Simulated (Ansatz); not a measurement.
# CH6AlISSi: the cost of one run

Program: Ansatz 0.2.0. Level of theory: RKS PBE0/def2-SVP. These are calculated values, not measurements.

1 further run of the same task is left out (it didn't finish).

## Step 1: The structure to begin with

Bond lengths: C1–Si2 1.803 Å, Si2–S3 2.121 Å, S3–Al4 2.213 Å, Al4–I5 2.597 Å, C1–H6 1.141 Å, C1–H7 1.135 Å, C1–H8 1.117 Å, Si2–H9 1.431 Å, Si2–H10 1.473 Å, Al4–H11 1.636 Å. Angles (14 of 16 angles, heavy atoms first): C1–Si2–S3 109.3°, Si2–S3–Al4 96.1°, S3–Al4–I5 120.2°, C1–Si2–H9 108.9°, C1–Si2–H10 110.7°, S3–Si2–H9 108.0°, S3–Si2–H10 109.6°, Si2–C1–H6 112.6°, Si2–C1–H7 112.3°, Si2–C1–H8 112.7°, S3–Al4–H11 122.1°, I5–Al4–H11 117.1°, H9–Si2–H10 110.3°, H6–C1–H7 106.7°.

Coordinates:

```xyz
11

C    -0.6016    0.7055   -1.2342
Si    0.3945   -0.7655   -0.9291
S     1.9338   -0.2963    0.4527
Al    0.6315   -0.2348    2.2409
I    -0.5990    1.9589    2.8882
H    -1.4085    0.5322   -2.0222
H     0.0232    1.5819   -1.5955
H    -1.1241    1.0708   -0.3174
H     1.0088   -1.1721   -2.1555
H    -0.4386   -1.8546   -0.3905
H     0.2454   -1.5830    3.0832
```

## Step 2: End point A

Contents of input.yaml:

```yaml
crystal:
  periodic: [false, false, false]
  atoms:
    - { symbol: C, position_ang: [-0.6016, 0.7055, -1.2342] }
    - { symbol: Si, position_ang: [0.3945, -0.7655, -0.9291] }
    - { symbol: S, position_ang: [1.9338, -0.2963, 0.4527] }
    - { symbol: Al, position_ang: [0.6315, -0.2348, 2.2409] }
    - { symbol: I, position_ang: [-0.599, 1.9589, 2.8882] }
    - { symbol: H, position_ang: [-1.4085, 0.5322, -2.0222] }
    - { symbol: H, position_ang: [0.0232, 1.5819, -1.5955] }
    - { symbol: H, position_ang: [-1.1241, 1.0708, -0.3174] }
    - { symbol: H, position_ang: [1.0088, -1.1721, -2.1555] }
    - { symbol: H, position_ang: [-0.4386, -1.8546, -0.3905] }
    - { symbol: H, position_ang: [0.2454, -1.583, 3.0832] }
basis:
  gaussian: { orbitals: def2-SVP }
hamiltonian:
  xc: pbe0
relax:
  f_tol: 0.02
  max_steps: 50
```

Run with:

```sh
> ansatz run input.yaml --threads 2 --pin off --max-ram 3072MiB --backend cpu --events-out ev --progress --plain --runs-dir out
```

**Question.** How long does this run take on 2 threads of AMD EPYC 7R13 (Zen 3), shared host, and how much memory does it need?

About 81 s, with a peak of 0.37 GiB.
